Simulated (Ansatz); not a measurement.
**BLYP/cc-pVDZ run of CH4F2OSi (SMILES C[Si](O)(F)F)**

Aim: the vertical ionisation energy of CH4F2OSi at BLYP/cc-pVDZ, from 2 runs. 

The results are computed with Ansatz 0.2.0.

99 further runs of the same task are left out: 2 that didn't finish, 97 set aside as unsound or not needed. Runs told in other sessions of the task aren't counted.

## Step 1: The structure to begin with

The species is CH4F2OSi (9 atoms), meant as a singlet with charge 0. As SMILES, `C[Si](O)(F)F`. Geometry: relaxed at PBE0-D4/def2-TZVP. This is one conformer, not always the lowest.

Bond lengths: C1–Si2 1.831 Å, Si2–O3 1.621 Å, Si2–F4 1.590 Å, Si2–F5 1.590 Å, C1–H6 1.092 Å, C1–H7 1.092 Å, C1–H8 1.092 Å, O3–H9 0.958 Å. Some angles: C1–Si2–O3 109.9°, C1–Si2–F4 111.2°, C1–Si2–F5 111.2°, O3–Si2–F4 110.0°, O3–Si2–F5 110.0°, F4–Si2–F5 104.6°, Si2–C1–H6 110.5°, Si2–C1–H7 110.5°, Si2–C1–H8 110.6°, Si2–O3–H9 119.7°.

## Step 2: A single-point energy at BLYP/cc-pVDZ

File run.yaml:

```yaml
crystal:
  periodic: [false, false, false]
  atoms:
    - symbol: C
      position_ang: [-1.189400, 0.338900, -0.162200]
    - symbol: Si
      position_ang: [0.580100, -0.130700, -0.192500]
    - symbol: O
      position_ang: [1.083400, -0.479900, 1.308000]
    - symbol: F
      position_ang: [0.827400, -1.374000, -1.151900]
    - symbol: F
      position_ang: [1.471900, 1.032700, -0.807900]
    - symbol: H
      position_ang: [-1.795500, -0.480100, 0.229600]
    - symbol: H
      position_ang: [-1.342100, 1.213300, 0.473300]
    - symbol: H
      position_ang: [-1.540100, 0.577500, -1.168100]
    - symbol: H
      position_ang: [1.992700, -0.743900, 1.454700]
basis:
  gaussian:
    orbitals: cc-pVDZ
hamiltonian:
  xc: {name: BLYP}
accuracy: high
output: {orbitals: {seedname: orbitals}}
```

Launch:

```
ansatz run run.yaml --threads 1 --pin off --max-ram 3480MiB --events-out events.jsonl --progress --plain --runs-dir runs
```

The program printed:

```text
Warning: RAYON_NUM_THREADS=1 ignored (pool sized by the plan → 1); use --threads N
Functional definition: BLYP
  name "BLYP"
  parameter beta = 0.0042
  parameter a = 0.04918
  parameter b = 0.132
  parameter c = 0.2533
  parameter d = 0.349
  exchange = b88_x(beta = beta)
  correlation = lyp_c(a = a, b = b, c = c, d = d)
2129 factors; integrals over basis functions are off by at most 3.5e-9 eV
mean field evaluation 1: about -16450.0023 eV, gradient 8.5e1 eV
mean field evaluation 2: about -16424.7096 eV, gradient 1.4e2 eV
mean field evaluation 4: about -16463.5713 eV, gradient 7.5e0 eV
mean field evaluation 8: about -16463.6639 eV, gradient 6.8e-1 eV
mean field evaluation 16: about -16463.6647 eV, gradient 2.3e-5 eV
mean field -16463.66474118 eV, -605.0285197656 hartree, gradient 2.9e-8 eV, S^2 0.000000; 0 other end points of the search recorded, 0 dependent functions left out
reference -16463.66479462 eV, -605.0285217293 hartree; 25, 25 occupied and 69, 69 virtual orbitals, 2129 factors
Total energy: -16463.66479462 eV, -605.0285217293 hartree
```

Run time: 8.4 s. Hardware: 1 thread of Arm Neoverse V2, shared host; peak memory 0.25 GiB.

## Step 3: The doublet cation at the same level

File input.yaml:

```yaml
crystal:
  periodic: [false, false, false]
  atoms:
    - {symbol: C, position_ang: [-1.189400, 0.338900, -0.162200]}
    - {symbol: Si, position_ang: [0.580100, -0.130700, -0.192500]}
    - {symbol: O, position_ang: [1.083400, -0.479900, 1.308000]}
    - {symbol: F, position_ang: [0.827400, -1.374000, -1.151900]}
    - {symbol: F, position_ang: [1.471900, 1.032700, -0.807900]}
    - {symbol: H, position_ang: [-1.795500, -0.480100, 0.229600]}
    - {symbol: H, position_ang: [-1.342100, 1.213300, 0.473300]}
    - {symbol: H, position_ang: [-1.540100, 0.577500, -1.168100]}
    - {symbol: H, position_ang: [1.992700, -0.743900, 1.454700]}
basis:
  gaussian: {orbitals: cc-pVDZ}
accuracy: high
total_charge: 1
hamiltonian: {xc: {name: BLYP}}
magnetization: {spin_polarized: true, initial_magnetization: 1}
output: {orbitals: {seedname: orbitals}}
```

Launch:

```
ansatz run input.yaml --threads 1 --pin off --max-ram 3480MiB --events-out events.jsonl --progress --plain --runs-dir runs
```

The program printed, cut to the lines that bear on the results:

```text
Warning: RAYON_NUM_THREADS=1 ignored (pool sized by the plan → 1); use --threads N
[... 9 set-up lines as earlier in the session ...]
2127 factors; integrals over basis functions are off by at most 3.5e-9 eV
mean field evaluation 1: about -16432.9560 eV, gradient 7.5e1 eV
mean field evaluation 2: about -16378.1199 eV, gradient 1.4e2 eV
mean field evaluation 4: about -16446.9330 eV, gradient 3.2e1 eV
mean field evaluation 8: about -16450.7187 eV, gradient 1.5e1 eV
mean field evaluation 16: about -16452.1273 eV, gradient 3.2e-1 eV
mean field evaluation 32: about -16449.6602 eV, gradient 1.8e1 eV
mean field -16452.29063304 eV, -604.6105290013 hartree, gradient 8.8e-9 eV, S^2 0.751894; 6 other end points of the search recorded, 0 dependent functions left out
reference -16452.29068408 eV, -604.6105308767 hartree; 25, 24 occupied and 69, 70 virtual orbitals, 2127 factors
Total energy: -16452.29068408 eV, -604.6105308767 hartree
```

Run time: 32 s. Hardware: 1 thread of Arm Neoverse V2, shared host; peak memory 0.34 GiB.

## Step 4: Summary of results

Level: BLYP/cc-pVDZ.

```
                                          quantity          value
                    singlet CH4F2OSi: total energy  -605.02852 Eh
                     singlet CH4F2OSi: HOMO energy       -7.63 eV
                     singlet CH4F2OSi: LUMO energy        0.33 eV
                   singlet CH4F2OSi: HOMO–LUMO gap        7.96 eV
                      doublet cation: total energy  -604.61053 Eh
doublet cation: HOMO energy (highest over α and β)      -14.86 eV
 doublet cation: LUMO energy (lowest over α and β)      -14.83 eV
                              doublet cation: ⟨S²⟩          0.752
vertical ionisation energy (to the doublet cation)      11.374 eV
```

In words: The vertical ionisation energy comes to 11.37 eV (262 kcal/mol). −ε(HOMO) before ionisation, 7.63 eV, is 3.75 eV below this ionisation energy.
